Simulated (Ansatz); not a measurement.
# C₂H₆Ga₃N: small, medium and large basis sets

How large a basis does C₂H₆Ga₃N need? Two functionals are run in growing sets.

Method: one geometry, several basis sets; program: Ansatz 0.2.0, Gaussian basis.

Levels to be run: PBE0-D4/def2-SVP; ωB97M-V/def2-SVP; PBE0-D4/def2-QZVPP; ωB97M-V/def2-QZVPP; the functionals' def2-TZVPP values are taken from earlier runs.

**1. The relaxed structure**

The geometry comes from an earlier relaxation with PBE0-D4 in a triple-zeta def2 set; it is a stationary point, not always the lowest conformer.

12 atoms, charge 0, spin multiplicity 1.

Atoms are counted from 1 here; the program's logs count them from 0.

Bond lengths: C1–C2 1.329 Å, C1–H7 1.091 Å, C1–H8 1.091 Å, C2–Ga3 1.976 Å, C2–Ga5 1.992 Å, Ga3–N4 1.855 Å, Ga3–H9 1.560 Å, N4–Ga5 1.863 Å, N4–H10 1.007 Å, Ga5–Ga6 2.456 Å, Ga6–H11 1.577 Å, Ga6–H12 1.577 Å. Angles: C2–C1–H7 122.7°, C2–C1–H8 122.8°, H7–C1–H8 114.5°, C1–C2–Ga3 135.9°, C1–C2–Ga5 135.8°, Ga3–C2–Ga5 88.2°, C2–Ga3–N4 88.3°, C2–Ga3–H9 143.0°, N4–Ga3–H9 128.7°, Ga3–N4–Ga5 95.9°, Ga3–N4–H10 132.2°, Ga5–N4–H10 131.9°, C2–Ga5–N4 87.6°, C2–Ga5–Ga6 142.8°, N4–Ga5–Ga6 129.6°, Ga5–Ga6–H11 121.7°, Ga5–Ga6–H12 121.7°, H11–Ga6–H12 116.6°.

**2. PBE0-D4 in def2-SVP**

Contents of in.yaml:

```yaml
crystal:
  periodic: [false, false, false]
  atoms:
    - {symbol: C, position_ang: [1.346348, -1.849805, 0.801209]}
    - {symbol: C, position_ang: [0.982457, -0.600375, 0.529267]}
    - {symbol: Ga, position_ang: [1.768081, 1.194259, 0.784079]}
    - {symbol: N, position_ang: [0.254742, 1.908903, -0.015400]}
    - {symbol: Ga, position_ang: [-0.594281, 0.277110, -0.313576]}
    - {symbol: Ga, position_ang: [-2.770128, -0.188363, -1.352992]}
    - {symbol: H, position_ang: [0.723313, -2.711202, 0.557581]}
    - {symbol: H, position_ang: [2.291377, -2.097573, 1.285741]}
    - {symbol: H, position_ang: [3.018652, 1.937745, 1.346121]}
    - {symbol: H, position_ang: [-0.018981, 2.856238, -0.220562]}
    - {symbol: H, position_ang: [-2.908191, -0.452492, -2.901066]}
    - {symbol: H, position_ang: [-4.093399, -0.274455, -0.500401]}
basis:
  gaussian: {orbitals: def2-SVP}
hamiltonian: {xc: pbe0, dispersion: d4}
output: {orbitals: {seedname: orbitals}}
```

Run with:

```bash
> ansatz run in.yaml --threads 2 --pin off --events-out ev --progress --plain --max-ram 22528MiB --backend cpu
```

Further steps of the session: ωB97M-V in def2-SVP; PBE0-D4 in def2-QZVPP; ωB97M-V in def2-QZVPP.

**Question.** What will the summary of the whole plan be? Wanted: PBE0-D4: double and triple zeta above quadruple; ωB97M-V: double and triple zeta above quadruple.

**Answer**, as computed:

| quantity | value |
| --- | --- |
| PBE0-D4: double and triple zeta above quadruple | 27.98, 3.75 eV |
| ωB97M-V: double and triple zeta above quadruple | 27.93, 3.64 eV |

**Reading.** For PBE0-D4 the step from double to triple zeta gains 24.23 eV and the next only 3.75 eV. Total energies overstate the basis error of differences, where much of it tends to cancel.
